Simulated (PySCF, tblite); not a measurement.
# C₇H₉ClGeO: geometry, infrared bands and NMR shifts

Aim: predict the infrared bands and NMR shifts of C₇H₉ClGeO (`Cc1ccc([O][GeH3])c(Cl)c1`).

The runs use tblite 0.8.0 and PySCF 2.14.0, with density-fitted response routines of our own; the level of theory stands in each step. All values are computed, except where a source is named. Atoms count from 0, in the outputs and in this text.

## Step 1: The starting structure

19 atoms, charge 0, multiplicity 1; geometry from: force field or distance geometry start.

Bonds of the start (Å): C0–C1 1.48, C1–C2 1.37, C2–C3 1.37, C3–C4 1.41, C4–O5 1.37, O5–Ge6 1.80, C4–C7 1.36, C7–Cl8 1.75, C7–C9 1.41, C9–C1 1.38, C0–H10 1.12, C0–H11 1.12, C0–H12 1.11, C2–H13 1.10, C3–H14 1.10, Ge6–H15 1.55, Ge6–H16 1.55, Ge6–H17 1.57, C9–H18 1.09.

## Step 2: Relaxing the molecule with GFN2-xTB

The job: settings as JSON, then the geometry in Å.

```
{"job": {"kind": "relax", "xc": "GFN2-xTB", "basis": "xTB"}, "charge": 0, "multiplicity": 1}
C     -3.206600    -0.520500     0.230600
C     -1.780400    -0.164300     0.093400
C     -1.447600     1.133500    -0.183200
C     -0.142300     1.529100    -0.326300
C      0.916400     0.619100    -0.158600
O      2.174700     1.124900    -0.323400
Ge     3.616800     0.068600    -0.153200
C      0.585000    -0.667700     0.125900
Cl     1.781600    -1.926700     0.343800
C     -0.761100    -1.072200     0.261100
H     -3.848500     0.381600     0.419400
H     -3.546200    -0.979400    -0.738100
H     -3.292600    -1.229600     1.086600
H     -2.255000     1.869300    -0.314800
H      0.099700     2.575100    -0.547100
H      3.526400    -1.042000    -1.226500
H      3.640600    -0.509500     1.286100
H      4.900800     0.939600    -0.377400
H     -0.971400    -2.119700     0.494300
```

On the command line:

```sh
OMP_NUM_THREADS=1 python probes_run.py task.json out
```

This one command runs all jobs of the session in turn.

What it wrote:

```text
step      E/eV     max force
  0    -819.87288    2.168
  1    -820.03793    0.803
  2    -820.11381    0.573
  3    -820.19672    0.668
  4    -820.23871    0.419
  5    -820.26901    0.417
  6    -820.29733    0.634
  7    -820.32469    0.487
  8    -820.34620    0.364
  9    -820.36931    0.364
 10    -820.39153    0.551
 11    -820.41255    0.503
 12    -820.43045    0.334
 13    -820.44380    0.324
 14    -820.45450    0.287
 15    -820.46240    0.253
 16    -820.46688    0.152
 17    -820.47001    0.138
 18    -820.47279    0.170
 19    -820.47505    0.164
 20    -820.47691    0.090
 21    -820.47849    0.096
 22    -820.47983    0.101
 23    -820.48080    0.097
 24    -820.48143    0.067
 25    -820.48203    0.075
 26    -820.48281    0.074
 27    -820.48373    0.099
 28    -820.48449    0.070
 29    -820.48498    0.050
 30    -820.48535    0.054
 31    -820.48569    0.051
 32    -820.48594    0.037
 33    -820.48606    0.020
 34    -820.48612    0.016
 35    -820.48616    0.016
 36    -820.48621    0.014
 37    -820.48625    0.016
 38    -820.48628    0.016
 39    -820.48632    0.016
 40    -820.48634    0.012
 41    -820.48636    0.011
 42    -820.48637    0.009
```

Run time: 0.45 s. Hardware: 1 thread of Arm Neoverse V1, shared host.

Relaxation path: (not every step is listed)

```
step  energy from step 0 (eV)  largest force (eV/Å)
   0                   0.0000                2.1682
   1                  -0.1650                0.8027
   2                  -0.2409                0.5735
   3                  -0.3238                0.6677
   4                  -0.3658                0.4193
   5                  -0.3961                0.4168
   6                  -0.4244                0.6339
   7                  -0.4518                0.4870
   8                  -0.4733                0.3644
  10                  -0.5186                0.5506
  12                  -0.5576                0.3340
  14                  -0.5816                0.2868
  16                  -0.5940                0.1524
  18                  -0.5999                0.1702
  20                  -0.6040                0.0902
  22                  -0.6069                0.1008
  24                  -0.6086                0.0673
  26                  -0.6099                0.0739
  28                  -0.6116                0.0702
  30                  -0.6125                0.0541
  32                  -0.6131                0.0374
  34                  -0.6132                0.0164
  36                  -0.6133                0.0139
  37                  -0.6134                0.0157
  38                  -0.6134                0.0157
  39                  -0.6134                0.0156
  40                  -0.6135                0.0116
  41                  -0.6135                0.0110
  42                  -0.6135                0.0088
```

Close pairs (by a distance rule), those that changed most:

```
   bond  before (Å)  after (Å)  change (Å)
Ge6–H17       1.568      1.497      -0.071
Ge6–H16       1.551      1.501      -0.051
Ge6–H15       1.547      1.501      -0.046
 C0–H10       1.123      1.087      -0.036
 C0–H11       1.124      1.090      -0.034
  C4–C7       1.359      1.393      +0.034
  C7–C9       1.412      1.382      -0.030
 C0–H12       1.115      1.088      -0.027
```

The next job starts from the end point, and lists it.

## Step 3: Infrared spectrum with GFN2-xTB

The job: settings as JSON, then the geometry in Å.

```
{"job": {"kind": "ir", "xc": "GFN2-xTB", "basis": "xTB"}, "charge": 0, "multiplicity": 1}
C     -3.281704    -0.491882     0.225269
C     -1.831772    -0.132377     0.107840
C     -1.427726     1.163260    -0.188157
C     -0.090675     1.483350    -0.311351
C      0.900136     0.516966    -0.143948
O      2.180895     0.893290    -0.274164
Ge     3.743487     0.059152    -0.155120
C      0.484731    -0.779419     0.150642
Cl     1.694982    -1.990602     0.361968
C     -0.852775    -1.102510     0.274908
H     -3.885159     0.393747     0.405246
H     -3.627879    -0.958476    -0.697122
H     -3.439265    -1.198158     1.037078
H     -2.169545     1.936291    -0.323263
H      0.221679     2.490563    -0.539463
H      3.915248    -0.973815    -1.230160
H      4.009005    -0.450010     1.231398
H      4.575234     1.269828    -0.444178
H     -1.128699    -2.119950     0.505114
```

What it wrote:

```text
mode    cm-1     km/mol
  1     -18.0      0.42
  2      33.2      1.69
  3     129.8      1.86
  4     130.6      9.86
  5     170.8      0.11
  6     211.1      4.15
  7     229.2      7.89
  8     283.4      0.17
  9     341.8      2.40
 10     350.8      2.72
 11     402.4     17.80
 12     412.3      0.24
 13     490.9     20.27
 14     534.5      0.28
 15     556.8     49.68
 16     560.9     97.92
 17     627.6     81.64
 18     656.6      2.91
 19     668.7      0.73
 20     751.4    333.34
 21     805.7    181.73
 22     822.5     37.11
 23     827.2     87.38
 24     861.8    120.19
 25     875.6      0.01
 26     912.6      0.88
 27     915.3     10.71
 28    1013.5      8.63
 29    1033.3     12.11
 30    1043.6     29.38
 31    1150.9     19.71
 32    1207.5     32.83
 33    1238.8     35.71
 34    1300.5     77.73
 35    1315.3     79.29
 36    1400.9      1.19
 37    1402.9      3.19
 38    1478.5     63.58
 39    1479.9     23.54
 40    1486.3    180.63
 41    1556.3      8.16
 42    1604.0     10.94
 43    1927.2     82.54
 44    2002.3    460.32
 45    2041.0    480.27
 46    3002.0     23.54
 47    3037.4     20.69
 48    3049.4     19.69
 49    3085.4     25.16
 50    3098.5     10.47
 51    3104.4     19.05
```

It took 1.1 s on 1 thread of Arm Neoverse V1, shared host.

The strongest bands and the atoms that carry them (share of the mass-weighted mode):

```
cm⁻¹  km/mol                                 atoms
 561    97.9          H15 39 %, H16 38 %, H17 15 %
 751   333.3          H15 31 %, H16 31 %, H17 23 %
 806   181.7  H15 19 %, H16 19 %, O5 18 %, C9 10 %
 827    87.4          H15 23 %, H17 23 %, H16 22 %
 862   120.2          H17 48 %, H16 26 %, H15 25 %
1486   180.6            C4 18 %, H12 15 %, C1 13 %
2002   460.3                    H16 49 %, H15 49 %
2041   480.3                              H17 90 %
```

## Step 4: Nuclear shieldings: PBE0/pcSseg-1

Settings changed since step 3:

```diff
@@ -1,2 +1,2 @@
-{"job": {"kind": "ir", "xc": "GFN2-xTB", "basis": "xTB"}, "charge": 0, "multiplicity": 1}
+{"job": {"kind": "nmr", "xc": "PBE0", "basis": "pcSseg-1"}, "charge": 0, "multiplicity": 1}
 C     -3.281704    -0.491882     0.225269
```

With the program's defaults for keys left out, this is: GIAO PBE0/pcSseg-1 NMR shielding, non-relativistic, gas phase.

What it wrote:

```text
coarse grid: 77424 points
cycle   1  E = -2883.3561018408  dE =  1.134e+00  |g| = 1.096e+00  |ddm| = 4.607e+00
cycle   2  E = -2883.1756903133  dE =  1.804e-01  |g| = 1.440e+00  |ddm| = 1.855e+00
cycle   3  E = -2883.4753931156  dE = -2.997e-01  |g| = 2.907e-01  |ddm| = 1.400e+00
cycle   4  E = -2883.4909624414  dE = -1.557e-02  |g| = 7.663e-02  |ddm| = 3.082e-01
cycle   5  E = -2883.4918027529  dE = -8.403e-04  |g| = 2.593e-02  |ddm| = 9.960e-02
cycle   6  E = -2883.4919775086  dE = -1.748e-04  |g| = 7.183e-03  |ddm| = 3.493e-02
cycle   7  E = -2883.4919887075  dE = -1.120e-05  |g| = 2.218e-03  |ddm| = 9.004e-03
cycle   8  E = -2883.4919897798  dE = -1.072e-06  |g| = 6.451e-04  |ddm| = 3.035e-03
final grid: 162800 points
cycle   9  E = -2883.4920541170  dE =  1.843e-07  |g| = 1.139e-03  |ddm| = 2.918e-03
cycle  10  E = -2883.4920532623  dE =  8.547e-07  |g| = 2.135e-03  |ddm| = 3.576e-03
cycle  11  E = -2883.4920544453  dE = -1.183e-06  |g| = 1.235e-04  |ddm| = 2.376e-03
cycle  12  E = -2883.4920544484  dE = -3.086e-09  |g| = 1.804e-05  |ddm| = 1.163e-04
cycle  13  E = -2883.4920544485  dE = -8.140e-11  |g| = 7.100e-06  |ddm| = 3.060e-05
converged SCF energy = -2883.4920544485

GIAO shielding tensors (ppm)
atom      isotropic    diamagn.    paramagn.     s11        s22        s33       span
  0 C      164.030     243.035     -79.004    143.580    158.021    190.490     46.910
  1 C       52.352     263.434    -211.082    -42.383     26.659    172.780    215.163
  2 C       52.347     252.678    -200.331    -49.265     47.181    159.125    208.390
  3 C       61.057     255.120    -194.063    -26.668     49.886    159.954    186.622
  4 C       30.189     251.395    -221.206    -48.981     20.477    119.072    168.053
  5 O      243.394     405.877    -162.483    156.717    266.938    306.529    149.812
  6 Ge    1407.541    2753.239   -1345.698   1293.859   1320.308   1608.456    314.596
  7 C       56.426     258.199    -201.773    -15.760     77.656    107.383    123.142
  8 Cl     779.011    1149.451    -370.440    629.768    773.728    933.535    303.767
  9 C       52.807     250.541    -197.734    -39.424     53.008    144.837    184.261
 10 H       29.619      27.933       1.686     24.599     28.830     35.426     10.827
 11 H       29.055      26.851       2.204     25.109     26.708     35.348     10.239
 12 H       29.353      27.551       1.802     24.193     28.860     35.008     10.815
 13 H       24.520      32.927      -8.407     20.944     24.585     28.030      7.085
 14 H       24.516      31.679      -7.163     20.369     24.532     28.647      8.278
 15 H       25.748      28.193      -2.444     18.384     23.466     35.395     17.011
 16 H       25.748      28.190      -2.443     18.364     23.489     35.391     17.027
 17 H       26.737      27.836      -1.098     18.807     22.648     38.757     19.949
 18 H       24.442      33.421      -8.979     19.653     22.963     30.710     11.057
```

It took 81 s on 1 thread of Arm Neoverse V1, shared host; peak memory 1.2 GiB.

The references, computed at this level on geometries of the same kind, shield at (ppm): 1H TMS 31.72, 13C TMS 186.9, 17O H2O 336.1, 73Ge GeMe4 1331, 35Cl HCl 950. Their shielding less the atom's gives the shift. The references are single molecules in the gas phase, so shifts against H2O, NH3, PH3, H3PO4 or CFCl3 are not on the usual liquid scales and can be off by tens of ppm. Atoms listed in one row are averaged.

```
        atoms                                      environment  σ (ppm)  δ (ppm)
           C4                   aromatic carbon bearing oxygen     30.2    156.7
           C2                                      aromatic CH     52.3    134.6
           C1                      substituted aromatic carbon     52.4    134.6
           C9                                      aromatic CH     52.8    134.1
           C7                 aromatic carbon bearing chlorine     56.4    130.5
           C3                                      aromatic CH     61.1    125.9
           C0                methyl carbon on an aromatic ring    164.0     22.9
          H18                       hydrogen on an aromatic CH    24.44     7.27
          H14                       hydrogen on an aromatic CH    24.52     7.20
          H13                       hydrogen on an aromatic CH    24.52     7.20
H15, H16, H17              hydrogen on a germanium bonded to O    26.08     5.64
H10, H11, H12  hydrogen on a methyl carbon on an aromatic ring    29.34     2.37
           O5                           oxygen bonded to C, Ge    243.4     92.7
          Ge6                       germanium bonded to O, 3 H     1408      -77
          Cl8                             chlorine bonded to C      779      171
```

The run also stored atomic charges by several schemes (e):

```
atoms  Mulliken    IAO  Hirshfeld  ESP fit
   C0     -0.12  -0.42      -0.12    -0.52
   C1     -0.35   0.00       0.00     0.25
   C2      0.02  -0.16      -0.05    -0.22
   C3     -0.12  -0.18      -0.07    -0.42
   C4      0.48   0.20       0.06     0.54
   O5     -0.73  -0.55      -0.21    -0.47
  Ge6      0.50   0.72       0.36     0.51
   C7     -0.29  -0.07      -0.01    -0.16
  Cl8     -0.10   0.00       0.02    -0.05
   C9      0.13  -0.17      -0.07    -0.25
```

Mayer bond orders: C0–C1 1.07, C1–C2 1.40, C2–C3 1.46, C3–C4 1.41, C4–O5 0.93, O5–Ge6 0.72, C4–C7 1.26, C7–Cl8 1.05, C7–C9 1.36, C9–C1 1.40.

Ring of atoms C1, C2, C3, C4, C7, C9: NICS(0) -9.6, NICS(1) -10.5, NICS(1)zz -24.1 ppm (means of both faces).

## Step 5: What came out

```
                                                              quantity                                               value
                             strongest single infrared mode (GFN2-xTB)                               2041 cm⁻¹, 480 km/mol
                                          zero-point energy (GFN2-xTB)                                       82.4 kcal/mol
                                13C shifts against TMS (PBE0/pcSseg-1)  156.7, 134.6, 134.6, 134.1, 130.5, 125.9, 22.9 ppm
1H shifts against TMS (PBE0/pcSseg-1, means over atoms taken as alike)                    7.27, 7.20, 7.20, 5.64, 2.37 ppm
                                17O shifts against H2O (PBE0/pcSseg-1)                                            92.7 ppm
                             73Ge shifts against GeMe4 (PBE0/pcSseg-1)                                             -77 ppm
                               35Cl shifts against HCl (PBE0/pcSseg-1)                                             171 ppm
```

In words: The optimisation took 42 steps and gained 0.613 eV; among the close pairs (by a distance rule), Ge6–H17 changed most, from 1.568 to 1.497 Å. The lowest mode is slightly imaginary (18i cm⁻¹), a soft motion within the noise of the Hessian, so the minimum is not strictly shown. The strongest single mode, at 2041 cm⁻¹, moves mainly H17. GFN2-xTB is a fitted tight-binding method: band positions and strengths are rough. Its intensities can rank the bands wrongly. NICS(1)zz of -24 ppm above the planar ring from C1 marks a diatropic (aromatic) ring current. Spin-orbit coupling is left out, which matters for shieldings and couplings at and beside the heavy atoms.
